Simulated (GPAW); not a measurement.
## HfB: gruneisen with BLYP

HfB:

```xyz
2
Lattice="0.0000 2.3100 2.3100 2.3100 0.0000 2.3100 2.3100 2.3100 0.0000" Properties=species:S:1:pos:R:3 pbc="T T T"
Hf    2.3100    2.3100    2.3100
B     0.0000    0.0000    0.0000
```

```yaml
Program: GPAW 26.7.0
Task: gruneisen
Functional: BLYP
Potentials_or_basis: PAW data sets generated in the run's folder for this functional
Cutoff: 680 eV
Basis: pw
k_mesh: 10 × 10 × 10
Occupations: fermi-dirac, width 0.05 eV
Spin: no spin polarisation
Eigensolver: davidson
Maxiter: 150
Convergence: density=1e-06 eigenstates=1e-09
Supercell: 1 × 1 × 1
Supercell_k_mesh: 10 × 10 × 10
Displacement: 0.01
Relaxed_first: cell
Ecut_relax: 800
```

```
Relaxed volume                         : 14.62 Å³/atom
Relaxed cell                           : a = 3.458 Å, b = 3.458 Å, c = 3.458 Å, α = 60.00°, β = 60.00°, γ = 60.00°
Space group after relaxing (to 0.05 Å) : Fm-3m (No. 225)
Pressure after relaxing                : 0.0 GPa
Band gap on the k mesh                 : none (metal or under the smearing width)
Highest phonon frequency at Γ          : 415 cm⁻¹
```

Final structure:
```cif
data_structure
_symmetry_space_group_name_H-M 'P 1'
_symmetry_Int_Tables_number 1
_cell_length_a 3.4580
_cell_length_b 3.4580
_cell_length_c 3.4580
_cell_angle_alpha 60.000
_cell_angle_beta 60.000
_cell_angle_gamma 60.000
_cell_volume 29.24
loop_
_atom_site_label
_atom_site_type_symbol
_atom_site_fract_x
_atom_site_fract_y
_atom_site_fract_z
_atom_site_occupancy
Hf1 Hf 0.50000 0.50000 0.50000 1
B1 B 0.00000 0.00000 0.00000 1
```

Levels at points of the mesh, in eV from the Fermi level:
| k point | band 4 | band 5 | band 6 | band 7 | band 8 | band 9 | band 10 | band 11 | band 12 | band 13 |
| --- | --- | --- | --- | --- | --- | --- | --- | --- | --- | --- |
| (0.00, 0.00, 0.00) | -29.38 | -8.85 | 2.00 | 2.00 | 2.00 | 3.44 | 3.44 | 3.44 | 3.51 | 3.51 |
| (0.50, 0.50, 0.00) | -29.52 | -6.27 | -1.15 | -0.58 | 1.87 | 1.87 | 5.04 | 6.31 | 6.31 | 7.35 |
| (0.50, 0.50, 0.50) | -29.43 | -4.51 | -4.35 | -1.12 | -1.12 | 5.29 | 5.29 | 6.09 | 7.88 | 11.94 |

Phonon frequencies in cm⁻¹ (negative: imaginary):
| q point | frequencies |
| --- | --- |
| (0.000, 0.000, 0.000) | 0 0 0 415 415 415 |

Mode Grüneisen parameters of phonons at Γ, in order of frequency: 1.64, 1.64, 1.64

Wall time 5.3 min on 1 thread of INTEL(R) XEON(R) PLATINUM 8581C CPU @ 2.30GHz (Emerald Rapids), on a shared host, peak memory 0.43 GiB.

Caveat: the cutoff is short for stress and forces, so pressures can be off by a GPa or more; the density grid can change from cell to cell, which puts small steps into energies and stress; the volume moved by over 15 % at a fixed basis, so the end points are rough. Spin-orbit coupling is left out, which matters for the levels of Hf.
